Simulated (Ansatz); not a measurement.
**Zn8S7 wurtzite off disc (Zn₈S₇Cl₂): the relaxed shape and its frontier levels**

What does Zn8S7 wurtzite off disc (Zn₈S₇Cl₂) look like as a singlet, and where do its frontier electrons sit?

Method: RKS PBE0-D4/def2-TZVP; program: Ansatz 0.2.0, Gaussian basis.

The runs, in order: relaxation at r2SCAN-D4/def2-SVP; a single point at PBE0-D4/def2-TZVP.

### Step 1. The system as given

17 atoms, charge 0, spin multiplicity 1.

Atoms are counted from 1 here; the program's logs count them from 0.

Bond lengths: S1–Zn2 2.194 Å, S1–Zn3 2.159 Å, Zn2–S5 2.514 Å, Zn2–Cl16 2.172 Å, Zn3–S4 2.636 Å, Zn3–S11 2.378 Å, S4–Zn6 2.606 Å, S4–Zn7 2.195 Å, S4–Zn13 2.622 Å, S5–Zn6 2.171 Å, S5–Zn12 2.317 Å, Zn6–S9 2.389 Å, Zn7–S8 2.221 Å, S8–Zn10 2.167 Å, S9–Zn10 2.253 Å, S9–Zn15 2.306 Å, S11–Zn12 2.323 Å, S11–Zn13 2.223 Å and more. Angles: Zn2–S1–Zn3 93.7°, S1–Zn2–S5 121.3°, S1–Zn2–Cl16 130.4°, S5–Zn2–Cl16 108.1°, S1–Zn3–S4 118.0°, S1–Zn3–S11 145.6°, S4–Zn3–S11 88.5°, Zn3–S4–Zn6 95.2°, Zn3–S4–Zn7 133.2°, Zn3–S4–Zn13 81.2°, Zn6–S4–Zn7 105.3°, Zn6–S4–Zn13 91.9°, Zn7–S4–Zn13 137.9°, Zn2–S5–Zn6 106.1°, Zn2–S5–Zn12 111.1°, Zn6–S5–Zn12 100.1°, S4–Zn6–S5 110.0°, S4–Zn6–S9 100.2° and more.

Coordinates:

```xyz
17

S    -0.28778   -3.61204   -1.67255
Zn   -0.41873   -3.47106    0.51294
Zn    0.74324   -1.72572   -1.87369
S    -0.60847    0.48259   -1.37856
S     0.59728   -1.53852    1.75846
Zn   -0.56748    0.21089    1.21291
Zn   -2.64849    1.13573   -1.86004
S    -4.46104    2.22954   -1.18878
S    -1.40154    2.35003    1.87442
Zn   -3.24714    2.47837    0.58931
S     2.74686   -0.52682   -1.42253
Zn    2.65156   -0.95493    0.85917
Zn    1.81253    1.49040   -1.39664
S     1.92860    3.61822   -0.69797
Zn    0.27897    3.31497    0.62356
Cl   -1.50432   -4.69816    1.93933
Cl    4.38595   -0.78350    2.12066
```

The start is a GFN1-xTB geometry.

### Step 2. Optimising with r2SCAN-D4/def2-SVP

in.yaml

```yaml
crystal:
  periodic: [false, false, false]
  atoms:
    - {symbol: S, position_ang: [-0.287780, -3.612040, -1.672550]}
    - {symbol: Zn, position_ang: [-0.418730, -3.471060, 0.512940]}
    - {symbol: Zn, position_ang: [0.743240, -1.725720, -1.873690]}
    - {symbol: S, position_ang: [-0.608470, 0.482590, -1.378560]}
    - {symbol: S, position_ang: [0.597280, -1.538520, 1.758460]}
    - {symbol: Zn, position_ang: [-0.567480, 0.210890, 1.212910]}
    - {symbol: Zn, position_ang: [-2.648490, 1.135730, -1.860040]}
    - {symbol: S, position_ang: [-4.461040, 2.229540, -1.188780]}
    - {symbol: S, position_ang: [-1.401540, 2.350030, 1.874420]}
    - {symbol: Zn, position_ang: [-3.247140, 2.478370, 0.589310]}
    - {symbol: S, position_ang: [2.746860, -0.526820, -1.422530]}
    - {symbol: Zn, position_ang: [2.651560, -0.954930, 0.859170]}
    - {symbol: Zn, position_ang: [1.812530, 1.490400, -1.396640]}
    - {symbol: S, position_ang: [1.928600, 3.618220, -0.697970]}
    - {symbol: Zn, position_ang: [0.278970, 3.314970, 0.623560]}
    - {symbol: Cl, position_ang: [-1.504320, -4.698160, 1.939330]}
    - {symbol: Cl, position_ang: [4.385950, -0.783500, 2.120660]}
basis:
  gaussian: {orbitals: def2-SVP, fitting: {mean_field: def2-universal-jkfit}}
hamiltonian: {xc: r2scan, dispersion: d4}
scf: {lower_state_search: "off"}
output: {orbitals: {seedname: orbitals}}
relax: {f_tol: 0.03, max_steps: 70}
```

On the command line:

```console
$ ansatz run in.yaml --threads 2 --pin off --events-out ev --progress --plain --max-ram 32768MiB --backend cuda --devices 0, --max-vram 18GiB
```

Further steps of the session: Single point, PBE0-D4/def2-TZVP.

**Question.** What will the summary of the whole plan be? Wanted: point group; commonest bond; HOMO, LUMO at PBE0-D4/def2-TZVP; dipole at r2SCAN-D4/def2-SVP.

As calculated:

| quantity | value |
| --- | --- |
| point group | C1 |
| commonest bond | S–Zn, 19 of mean length 2.300 Å |
| HOMO, LUMO at PBE0-D4/def2-TZVP | -6.77, -2.49 eV |
| dipole at r2SCAN-D4/def2-SVP | 1.29 D |

**Reading.** The relaxation broke 1 and made 6 bonds, so the end is another structure than the start. No usable vibrations, so a minimum isn't proven. Whether this spin is the lowest isn't tested here. The point group is read from a loosely relaxed geometry; soft torsions can leave it below the true symmetry.
